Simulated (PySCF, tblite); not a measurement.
# C₅H₄FNSe: a rotation path, then NMR shifts on frames

How do NMR shifts of C₅H₄FNSe (`C#CC[Se][C@H](F)C#N`) change as the atoms move?

Computed with tblite 0.8.0 and PySCF 2.14.0, with density-fitted response routines of our own, on a single molecule in the gas phase. Atoms are numbered from 0 throughout.

### Step 1. The molecule as given

12 atoms, charge 0, multiplicity 1; geometry from: GFN2-xTB.

Bonds of the start (Å): C0–C1 1.20, C1–C2 1.43, C2–Se3 2.00, Se3–C4 2.00, C4–F5 1.36, C4–C6 1.44, C6–N7 1.14, C0–H8 1.05, C2–H9 1.09, C2–H10 1.09, C4–H11 1.10.

### Step 2. A band between two rotamers with GFN2-xTB

The job: settings as JSON, then the geometry in Å.

```
{"job": {"kind": "neb", "xc": "GFN2-xTB", "basis": "xTB", "atoms": [5, 4, 3, 2], "turn": 120}, "charge": 0, "multiplicity": 1}
C     -1.985637     0.535757    -1.290943
C     -1.566335    -0.084813    -0.356251
C     -1.011680    -0.784540     0.766434
Se     0.277391     0.350816     1.782360
C      1.551244     0.751367     0.294166
F      1.019664     1.686473    -0.542393
C      1.849728    -0.478089    -0.390549
N      2.045345    -1.489237    -0.886611
H     -2.372253     1.057168    -2.114591
H     -0.473031    -1.683015     0.453819
H     -1.782590    -1.041157     1.497569
H      2.449353     1.178585     0.760963
```

Method: GFN2-xTB climbing-image nudged elastic band, gas phase.

On the command line:

```console
$ OMP_NUM_THREADS=1 python probes_run.py task.json out
```

This one command runs all jobs of the session in turn.

Standard output:

```text
image   E - E0 / eV
  0      -0.0000
  1       0.0107
  2       0.0590
  3       0.1195
  4       0.1463
  5       0.1345
  6       0.1075
  7       0.0796
  8       0.0672
```

Run time: 6.5 s. Hardware: 1 thread of Intel Xeon Platinum 8375C at 2.90GHz, shared host; peak memory 0.19 GiB.

The final band, with the dihedral F5–C4–Se3–C2:

```csv
image,dihedral (°),energy (eV),energy (kcal/mol)
0,76,0.000,0.0
1,90,0.011,0.2
2,108,0.059,1.4
3,128,0.119,2.8
4,150,0.146,3.4
5,168,0.135,3.1
6,184,0.107,2.5
7,199,0.080,1.8
8,214,0.067,1.6
```

### Step 3. NMR shieldings: image 0, PBE0/pcSseg-1

The job: settings as JSON, then the geometry in Å.

```
{"job": {"kind": "nmr", "xc": "PBE0", "basis": "pcSseg-1", "pop": false}, "charge": 0, "multiplicity": 1}
C     -1.985600     0.535800    -1.290900
C     -1.566300    -0.084800    -0.356300
C     -1.011700    -0.784500     0.766400
Se     0.277400     0.350800     1.782400
C      1.551200     0.751400     0.294200
F      1.019700     1.686500    -0.542400
C      1.849700    -0.478100    -0.390500
N      2.045300    -1.489200    -0.886600
H     -2.372300     1.057200    -2.114600
H     -0.473000    -1.683000     0.453800
H     -1.782600    -1.041200     1.497600
H      2.449400     1.178600     0.761000
```

With the program's defaults for keys left out, this is: GIAO PBE0/pcSseg-1 NMR shielding, non-relativistic, gas phase.

Standard output:

```text
coarse grid: 53544 points
cycle   1  E = -2747.8866637410  dE =  1.314e-01  |g| = 9.557e-01  |ddm| = 3.628e+00
cycle   2  E = -2747.6216889984  dE =  2.650e-01  |g| = 1.398e+00  |ddm| = 1.552e+00
cycle   3  E = -2747.9638737996  dE = -3.422e-01  |g| = 4.245e-01  |ddm| = 1.178e+00
cycle   4  E = -2747.9981836185  dE = -3.431e-02  |g| = 1.283e-01  |ddm| = 3.180e-01
cycle   5  E = -2748.0011086101  dE = -2.925e-03  |g| = 3.381e-02  |ddm| = 1.035e-01
cycle   6  E = -2748.0012834211  dE = -1.748e-04  |g| = 5.892e-03  |ddm| = 2.469e-02
cycle   7  E = -2748.0012906562  dE = -7.235e-06  |g| = 1.541e-03  |ddm| = 7.119e-03
final grid: 113200 points
cycle   8  E = -2748.0013091126  dE =  1.209e-06  |g| = 2.729e-03  |ddm| = 3.898e-03
cycle   9  E = -2748.0013023672  dE =  6.745e-06  |g| = 5.879e-03  |ddm| = 6.088e-03
cycle  10  E = -2748.0013109317  dE = -8.564e-06  |g| = 4.051e-04  |ddm| = 4.061e-03
cycle  11  E = -2748.0013109752  dE = -4.349e-08  |g| = 6.234e-05  |ddm| = 4.760e-04
cycle  12  E = -2748.0013109755  dE = -3.229e-10  |g| = 1.791e-05  |ddm| = 4.115e-05
converged SCF energy = -2748.0013109755

GIAO shielding tensors (ppm)
atom      isotropic    diamagn.    paramagn.     s11        s22        s33       span
  0 C      102.506     257.462    -154.956     34.007     39.264    234.248    200.240
  1 C      103.026     264.189    -161.163     -1.875     13.859    297.095    298.970
  2 C      162.576     247.715     -85.139    146.188    164.353    177.189     31.001
  3 Se    1083.429    2996.937   -1913.508    451.333   1293.166   1505.789   1054.457
  4 C       97.260     239.185    -141.925     41.102    100.934    149.744    108.642
  5 F      366.369     474.977    -108.609    309.414    371.957    417.736    108.322
  6 C       69.134     262.217    -193.083    -48.328    -41.384    297.113    345.441
  7 N      -56.969     338.229    -395.199   -217.624   -177.200    223.917    441.541
  8 H       29.722      34.214      -4.491     24.621     25.055     39.491     14.870
  9 H       27.202      29.487      -2.284     22.483     26.084     33.041     10.558
 10 H       28.385      27.165       1.221     22.269     26.319     36.568     14.299
 11 H       25.264      25.934      -0.670     21.369     24.002     30.420      9.051
```

Wall time 20 s (1 thread of Intel Xeon Platinum 8375C at 2.90GHz, shared host); peak memory 0.76 GiB.

Shifts follow as δ = σ(reference) − σ, with reference shieldings (ppm) from runs at the same level and on the same kind of geometry: ¹H TMS 31.72, ¹³C TMS 186.9, ¹⁹F CFCl3 170.9, ¹⁵N NH3 267.7, ⁷⁷Se Me2Se 1758. The references are single molecules in the gas phase, so shifts against H2O, NH3, PH3, H3PO4 or CFCl3 are not on the usual liquid scales and can be off by tens of ppm. Each atom is listed at this fixed geometry, with no averaging over motion; a spectrum would average atoms that exchange fast.

| atoms | environment | σ (ppm) | δ (ppm) |
| --- | --- | --- | --- |
| C6 | nitrile carbon | 69.1 | 117.8 |
| C4 | sp3 CH bonded to F and Se, α to a nitrile | 97.3 | 89.7 |
| C0 | terminal alkyne carbon | 102.5 | 84.4 |
| C1 | alkyne carbon | 103.0 | 83.9 |
| C2 | propargylic sp3 CH2 bonded to Se | 162.6 | 24.3 |
| H11 | hydrogen on an sp3 CH bonded to F and Se, α to a nitrile | 25.26 | 6.45 |
| H9 | hydrogen on a propargylic sp3 CH2 bonded to Se | 27.20 | 4.51 |
| H10 | hydrogen on a propargylic sp3 CH2 bonded to Se | 28.39 | 3.33 |
| H8 | hydrogen on a terminal alkyne carbon | 29.72 | 1.99 |
| Se3 | selenium bonded to 2 C | 1083 | 675 |
| F5 | fluorine on an sp3 carbon | 366.4 | -195.4 |
| N7 | nitrile nitrogen | -57.0 | 324.7 |

### Step 4. NMR shieldings: image 2, PBE0/pcSseg-1

The job: settings as JSON, then the geometry in Å.

```
{"job": {"kind": "nmr", "xc": "PBE0", "basis": "pcSseg-1", "pop": false}, "charge": 0, "multiplicity": 1}
C     -1.841700     0.211300    -1.422500
C     -1.484600    -0.237200    -0.370900
C     -1.009700    -0.757800     0.877700
Se     0.223100     0.500300     1.820100
C      1.606900     0.783600     0.393800
F      1.467100     2.040100    -0.117700
C      1.499700    -0.217600    -0.633400
N      1.411800    -1.028700    -1.433500
H     -2.168200     0.574700    -2.350400
H     -0.463600    -1.693300     0.733500
H     -1.826500    -0.904100     1.589000
H      2.587100     0.728100     0.888100
```

With the program's defaults for keys left out, this is: GIAO PBE0/pcSseg-1 NMR shielding, non-relativistic, gas phase.

Standard output:

```text
coarse grid: 53544 points
cycle   1  E = -2747.8819851581  dE =  1.297e-01  |g| = 9.569e-01  |ddm| = 3.632e+00
cycle   2  E = -2747.6092714775  dE =  2.727e-01  |g| = 1.410e+00  |ddm| = 1.564e+00
cycle   3  E = -2747.9588588597  dE = -3.496e-01  |g| = 4.313e-01  |ddm| = 1.196e+00
cycle   4  E = -2747.9943372737  dE = -3.548e-02  |g| = 1.298e-01  |ddm| = 3.209e-01
cycle   5  E = -2747.9973322969  dE = -2.995e-03  |g| = 3.317e-02  |ddm| = 1.026e-01
cycle   6  E = -2747.9974966362  dE = -1.643e-04  |g| = 6.029e-03  |ddm| = 2.425e-02
cycle   7  E = -2747.9975041645  dE = -7.528e-06  |g| = 1.944e-03  |ddm| = 7.650e-03
final grid: 113200 points
cycle   8  E = -2747.9975306795  dE =  2.838e-06  |g| = 3.911e-03  |ddm| = 5.217e-03
cycle   9  E = -2747.9975156697  dE =  1.501e-05  |g| = 8.688e-03  |ddm| = 8.943e-03
cycle  10  E = -2747.9975345398  dE = -1.887e-05  |g| = 4.474e-04  |ddm| = 6.002e-03
cycle  11  E = -2747.9975345926  dE = -5.285e-08  |g| = 7.477e-05  |ddm| = 5.815e-04
cycle  12  E = -2747.9975345932  dE = -5.966e-10  |g| = 1.919e-05  |ddm| = 5.286e-05
converged SCF energy = -2747.9975345932

GIAO shielding tensors (ppm)
atom      isotropic    diamagn.    paramagn.     s11        s22        s33       span
  0 C      100.585     258.016    -157.431     32.142     38.706    230.906    198.764
  1 C      102.946     264.802    -161.856     -0.168     14.753    294.254    294.422
  2 C      160.735     247.576     -86.841    143.101    166.040    173.063     29.962
  3 Se    1108.962    2996.779   -1887.817    510.554   1218.637   1597.694   1087.140
  4 C       98.343     239.485    -141.142     41.454    100.834    152.739    111.285
  5 F      360.159     471.711    -111.552    315.982    345.537    418.960    102.978
  6 C       69.431     262.446    -193.015    -47.124    -40.512    295.928    343.052
  7 N      -65.910     337.996    -403.906   -219.426   -198.646    220.343    439.769
  8 H       29.516      34.529      -5.013     24.470     24.979     39.099     14.629
  9 H       27.482      29.071      -1.589     22.031     26.431     33.984     11.953
 10 H       28.433      27.178       1.255     22.239     26.357     36.704     14.464
 11 H       24.942      26.061      -1.118     20.820     24.366     29.642      8.822
```

Wall time 20 s (1 thread of Intel Xeon Platinum 8375C at 2.90GHz, shared host); peak memory 0.86 GiB.

Key values: δ C6 117.5, C4 88.6, C0 86.3, C1 84.0, H11 6.77, H9 4.24 ppm.

### Step 5. Nuclear shieldings: image 4, PBE0/pcSseg-1

The job: settings as JSON, then the geometry in Å.

```
{"job": {"kind": "nmr", "xc": "PBE0", "basis": "pcSseg-1", "pop": false}, "charge": 0, "multiplicity": 1}
C     -1.884100    -0.151100    -1.482800
C     -1.524800    -0.413800    -0.371000
C     -1.039200    -0.680200     0.952200
Se     0.070100     0.821200     1.663400
C      1.682000     0.716500     0.450700
F      2.148600     1.993300     0.349400
C      1.389800     0.167500    -0.847600
N      1.187100    -0.275700    -1.880700
H     -2.188100     0.049900    -2.465800
H     -0.435400    -1.590200     0.984800
H     -1.859700    -0.752700     1.670400
H      2.455100     0.114600     0.951100
```

With the program's defaults for keys left out, this is: GIAO PBE0/pcSseg-1 NMR shielding, non-relativistic, gas phase.

Standard output:

```text
coarse grid: 53544 points
cycle   1  E = -2747.8746404080  dE =  1.251e-01  |g| = 9.563e-01  |ddm| = 3.632e+00
cycle   2  E = -2747.5859740721  dE =  2.887e-01  |g| = 1.426e+00  |ddm| = 1.595e+00
cycle   3  E = -2747.9495972937  dE = -3.636e-01  |g| = 4.493e-01  |ddm| = 1.215e+00
cycle   4  E = -2747.9885525930  dE = -3.896e-02  |g| = 1.300e-01  |ddm| = 3.258e-01
cycle   5  E = -2747.9915305515  dE = -2.978e-03  |g| = 3.520e-02  |ddm| = 1.002e-01
cycle   6  E = -2747.9917111309  dE = -1.806e-04  |g| = 1.037e-02  |ddm| = 2.759e-02
cycle   7  E = -2747.9917321681  dE = -2.104e-05  |g| = 5.345e-03  |ddm| = 1.128e-02
cycle   8  E = -2747.9917387299  dE = -6.562e-06  |g| = 8.392e-04  |ddm| = 4.121e-03
final grid: 113200 points
cycle   9  E = -2747.9917488513  dE =  1.470e-07  |g| = 1.268e-03  |ddm| = 3.125e-03
cycle  10  E = -2747.9917479023  dE =  9.491e-07  |g| = 2.379e-03  |ddm| = 3.141e-03
cycle  11  E = -2747.9917492053  dE = -1.303e-06  |g| = 3.712e-04  |ddm| = 1.887e-03
cycle  12  E = -2747.9917492411  dE = -3.575e-08  |g| = 5.539e-05  |ddm| = 3.569e-04
cycle  13  E = -2747.9917492415  dE = -4.393e-10  |g| = 2.353e-05  |ddm| = 4.443e-05
converged SCF energy = -2747.9917492415

GIAO shielding tensors (ppm)
atom      isotropic    diamagn.    paramagn.     s11        s22        s33       span
  0 C      101.022     257.935    -156.914     25.733     39.203    238.128    212.395
  1 C      104.753     265.278    -160.526     -0.617     22.827    292.047    292.664
  2 C      162.924     247.037     -84.113    144.740    169.055    174.976     30.236
  3 Se    1236.918    2996.945   -1760.027    719.783   1288.509   1702.463    982.680
  4 C      102.599     241.077    -138.477     51.018     97.131    159.649    108.631
  5 F      380.686     467.067     -86.380    344.251    373.309    424.499     80.248
  6 C       68.407     262.650    -194.243    -46.126    -40.520    291.867    337.993
  7 N      -70.190     338.044    -408.234   -236.134   -207.240    232.803    468.937
  8 H       29.669      34.589      -4.920     24.572     25.134     39.301     14.729
  9 H       27.812      28.862      -1.050     22.023     26.907     34.506     12.483
 10 H       28.616      27.092       1.524     21.979     26.917     36.952     14.973
 11 H       24.722      26.749      -2.027     21.339     23.989     28.839      7.500
```

Run time: 21 s. Hardware: 1 thread of Intel Xeon Platinum 8375C at 2.90GHz, shared host; peak memory 0.78 GiB.

Key values: δ C6 118.5, C0 85.9, C4 84.3, C1 82.2, H11 6.99, H9 3.90 ppm.

### Step 6. NMR shieldings: image 6, PBE0/pcSseg-1

The job: settings as JSON, then the geometry in Å.

```
{"job": {"kind": "nmr", "xc": "PBE0", "basis": "pcSseg-1", "pop": false}, "charge": 0, "multiplicity": 1}
C     -1.739300    -0.500700    -1.483800
C     -1.454100    -0.560300    -0.322100
C     -1.061500    -0.582500     1.057800
Se     0.046800     1.004800     1.547600
C      1.650700     0.610400     0.395600
F      2.559400     1.582100     0.686900
C      1.304900     0.622000    -1.002800
N      1.018300     0.635700    -2.108600
H     -1.983000    -0.461200    -2.503000
H     -0.488200    -1.481400     1.299200
H     -1.930300    -0.510400     1.716000
H      2.077500    -0.359200     0.691200
```

Method: GIAO PBE0/pcSseg-1 NMR shielding, non-relativistic, gas phase.

Standard output:

```text
coarse grid: 53544 points
cycle   1  E = -2747.8780741372  dE =  1.268e-01  |g| = 9.532e-01  |ddm| = 3.634e+00
cycle   2  E = -2747.5901060298  dE =  2.880e-01  |g| = 1.420e+00  |ddm| = 1.569e+00
cycle   3  E = -2747.9496865662  dE = -3.596e-01  |g| = 4.596e-01  |ddm| = 1.199e+00
cycle   4  E = -2747.9908833092  dE = -4.120e-02  |g| = 1.291e-01  |ddm| = 3.311e-01
cycle   5  E = -2747.9937972087  dE = -2.914e-03  |g| = 3.644e-02  |ddm| = 9.960e-02
cycle   6  E = -2747.9939939899  dE = -1.968e-04  |g| = 1.209e-02  |ddm| = 3.017e-02
cycle   7  E = -2747.9940258038  dE = -3.181e-05  |g| = 5.176e-03  |ddm| = 1.213e-02
cycle   8  E = -2747.9940316960  dE = -5.892e-06  |g| = 8.557e-04  |ddm| = 4.111e-03
final grid: 113200 points
cycle   9  E = -2747.9940574842  dE =  8.689e-08  |g| = 1.193e-03  |ddm| = 3.318e-03
cycle  10  E = -2747.9940568508  dE =  6.334e-07  |g| = 2.065e-03  |ddm| = 3.005e-03
cycle  11  E = -2747.9940577871  dE = -9.364e-07  |g| = 3.850e-04  |ddm| = 1.737e-03
cycle  12  E = -2747.9940578258  dE = -3.863e-08  |g| = 6.051e-05  |ddm| = 3.494e-04
cycle  13  E = -2747.9940578263  dE = -5.639e-10  |g| = 2.317e-05  |ddm| = 4.676e-05
converged SCF energy = -2747.9940578263

GIAO shielding tensors (ppm)
atom      isotropic    diamagn.    paramagn.     s11        s22        s33       span
  0 C       98.618     257.846    -159.228     24.530     37.674    233.649    209.119
  1 C      108.465     265.381    -156.916      6.375     26.809    292.212    285.836
  2 C      163.542     247.097     -83.555    147.133    166.632    176.862     29.729
  3 Se    1330.353    2996.869   -1666.516    926.460   1402.170   1662.430    735.971
  4 C      103.383     243.527    -140.144     52.061     96.747    161.341    109.281
  5 F      380.365     465.083     -84.718    333.815    380.920    426.360     92.545
  6 C       67.333     262.584    -195.251    -50.662    -40.948    293.609    344.271
  7 N      -64.298     338.286    -402.584   -234.776   -183.226    225.107    459.883
  8 H       29.545      34.836      -5.292     24.389     25.304     38.941     14.552
  9 H       27.915      28.506      -0.590     21.700     27.141     34.905     13.205
 10 H       28.416      27.047       1.369     21.692     26.888     36.668     14.976
 11 H       25.263      28.080      -2.817     22.614     24.059     29.116      6.502
```

It took 21 s on 1 thread of Intel Xeon Platinum 8375C at 2.90GHz, shared host; peak memory 0.78 GiB.

This run: δ C6 119.6, C0 88.3, C4 83.5, C1 78.5, H11 6.45, H9 3.80 ppm.

### Step 7. Nuclear shieldings: image 8, PBE0/pcSseg-1

The job: settings as JSON, then the geometry in Å.

```
{"job": {"kind": "nmr", "xc": "PBE0", "basis": "pcSseg-1", "pop": false}, "charge": 0, "multiplicity": 1}
C     -1.482500    -0.825900    -1.405700
C     -1.328900    -0.687600    -0.225600
C     -1.088600    -0.492400     1.175800
Se     0.079200     1.095300     1.502300
C      1.525800     0.516700     0.234900
F      2.721900     0.919200     0.743600
C      1.275100     1.090600    -1.063400
N      1.043400     1.560400    -2.078800
H     -1.647500    -0.960200    -2.432800
H     -0.597600    -1.361300     1.623100
H     -2.015600    -0.274200     1.709600
H      1.516500    -0.581100     0.191100
```

Method: GIAO PBE0/pcSseg-1 NMR shielding, non-relativistic, gas phase.

Standard output:

```text
coarse grid: 53544 points
cycle   1  E = -2747.8836445070  dE =  1.247e-01  |g| = 9.507e-01  |ddm| = 3.633e+00
cycle   2  E = -2747.6119883109  dE =  2.717e-01  |g| = 1.396e+00  |ddm| = 1.527e+00
cycle   3  E = -2747.9558064320  dE = -3.438e-01  |g| = 4.462e-01  |ddm| = 1.172e+00
cycle   4  E = -2747.9945424221  dE = -3.874e-02  |g| = 1.239e-01  |ddm| = 3.253e-01
cycle   5  E = -2747.9972177758  dE = -2.675e-03  |g| = 3.333e-02  |ddm| = 9.598e-02
cycle   6  E = -2747.9973810937  dE = -1.633e-04  |g| = 7.992e-03  |ddm| = 2.595e-02
cycle   7  E = -2747.9973921706  dE = -1.108e-05  |g| = 4.533e-03  |ddm| = 9.989e-03
cycle   8  E = -2747.9973970190  dE = -4.848e-06  |g| = 9.772e-04  |ddm| = 3.528e-03
final grid: 113200 points
cycle   9  E = -2747.9973854329  dE =  4.352e-07  |g| = 1.736e-03  |ddm| = 3.146e-03
cycle  10  E = -2747.9973830231  dE =  2.410e-06  |g| = 3.592e-03  |ddm| = 3.899e-03
cycle  11  E = -2747.9973861332  dE = -3.110e-06  |g| = 3.438e-04  |ddm| = 2.541e-03
cycle  12  E = -2747.9973861632  dE = -2.996e-08  |g| = 5.744e-05  |ddm| = 3.608e-04
cycle  13  E = -2747.9973861637  dE = -5.161e-10  |g| = 2.335e-05  |ddm| = 4.553e-05
converged SCF energy = -2747.9973861637

GIAO shielding tensors (ppm)
atom      isotropic    diamagn.    paramagn.     s11        s22        s33       span
  0 C      101.358     257.583    -156.225     32.465     36.917    234.692    202.227
  1 C      105.359     265.426    -160.067      5.884     15.994    294.198    288.315
  2 C      163.048     247.498     -84.450    144.545    168.435    176.163     31.618
  3 Se    1193.916    2997.142   -1803.225    540.631   1318.488   1722.630   1182.000
  4 C       99.820     244.101    -144.281     45.423     96.383    157.654    112.231
  5 F      378.316     465.060     -86.744    329.215    372.781    432.951    103.736
  6 C       65.388     261.606    -196.218    -57.263    -43.246    296.674    353.937
  7 N      -55.507     338.249    -393.756   -223.835   -171.568    228.882    452.717
  8 H       29.567      34.603      -5.036     24.338     25.243     39.119     14.781
  9 H       27.527      28.024      -0.497     21.101     27.015     34.464     13.363
 10 H       28.473      27.035       1.438     22.408     26.315     36.697     14.289
 11 H       25.580      29.079      -3.499     22.185     26.370     28.185      6.000
```

Wall time 22 s (1 thread of Intel Xeon Platinum 8375C at 2.90GHz, shared host); peak memory 0.78 GiB.

This run: δ C6 121.5, C4 87.1, C0 85.6, C1 81.6, H11 6.14, H9 4.19 ppm.

### Step 8. Comparing the runs: NMR shifts

Shifts (ppm) of some atoms, chosen among heavy atoms and hydrogens apart, with basis size and wall time:

```csv
frame,C4,C1,H11,H9,Se3,F5,N7,functions,time
image 0,89.7,83.9,6.45,4.51,675,-195.4,324.7,180,20 s
image 2,88.6,84.0,6.77,4.24,649,-189.2,333.6,180,20 s
image 4,84.3,82.2,6.99,3.90,521,-209.7,337.9,180,21 s
image 6,83.5,78.5,6.45,3.80,428,-209.4,332.0,180,21 s
image 8,87.1,81.6,6.14,4.19,564,-207.4,323.2,180,22 s
```

### Step 9. Outcome

```
                                          quantity                               value
                                           barrier  0.146 eV (3.4 kcal/mol) at image 4
                             end to end (GFN2-xTB)                            0.067 eV
   ¹³C shifts against TMS (PBE0/pcSseg-1, image 0)   117.8, 89.7, 84.4, 83.9, 24.3 ppm
    ¹H shifts against TMS (PBE0/pcSseg-1, image 0)          6.45, 4.51, 3.33, 1.99 ppm
⁷⁷Se shifts against Me2Se (PBE0/pcSseg-1, image 0)                             675 ppm
 ¹⁹F shifts against CFCl3 (PBE0/pcSseg-1, image 0)                          -195.4 ppm
   ¹⁵N shifts against NH3 (PBE0/pcSseg-1, image 0)                           324.7 ppm
                         range of the shift of Se3                      428 to 675 ppm
```

In words: Along the band the dihedral turns by 138°, and the top (dihedral 150°) lies 3.4 kcal/mol above the start (GFN2-xTB, rough), so at room temperature this motion is fast. The top was not checked by a frequency run. Shifts at one fixed geometry are not the observed spectrum, which averages over the motion. In the first frame run (image 0): The largest span, 1054 ppm, is at Se3, where the paramagnetic term is -1914 ppm. In ppm, Se3 moves most: its shift spreads over 247 ppm, from 428 (image 6) to 675 (image 0). Spin-orbit coupling is left out, which matters for shieldings and couplings at and beside the heavy atoms.
